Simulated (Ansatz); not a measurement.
Crystal: HPbNO4.

```
H Pb N O
1.0
     4.12040   -0.00081   -0.01120
     0.00404    6.42722    0.05360
     0.02791    3.20707    7.74994
H Pb N O
2 2 2 8
Cartesian
  3.7380 2.9684 3.7875
  1.6795 6.6644 4.0009
  1.6467 4.2515 5.4933
  3.6983 5.3813 2.2951
  2.6193 1.9491 1.6102
  0.5769 7.6848 6.1852
  3.7590 3.8553 4.2210
  2.2235 3.1363 1.5259
  2.2071 1.0645 0.8217
  3.4590 1.6183 2.5274
  1.6973 5.7776 3.5672
  0.1804 6.4980 6.2725
  0.1698 8.5703 6.9754
  1.4117 8.0143 5.2631
```

The cell was built by a generator and needn't be a form met in nature.

Base run:

- Program: Ansatz 0.2.0
- Functional: revPBE
- Potentials or basis: all-electron LAPW, scalar-relativistic
- Cutoff: 692 eV
- Density cutoff: 2766 eV
- Basis error allowed: 0.003 eV/atom
- k mesh: 5 × 4 × 3
- Occupations: fermi-dirac, width 0.05 eV
- Spin: no spin polarisation

Its results: band gap on the k mesh 3.36 eV, indirect (least direct gap 3.44 eV); pressure 1.9 GPa; largest force 0.162 eV/Å.

Question: The run is repeated on the same cell with these changes: functional from revPBE to PBEsol. What comes out?

Answer: Band gap on the k mesh 3.30 eV, indirect (least direct gap 3.36 eV); pressure -2.8 GPa; largest force 0.429 eV/Å.

PBEsol binds more tightly than revPBE, so the same cell stands under less pressure.

Caveats: spin-orbit coupling is left out, which as a rule narrows the gap of such compounds by several tenths of an eV.

A k mesh can miss the band edges.

Not every run made on this cell is shown here.
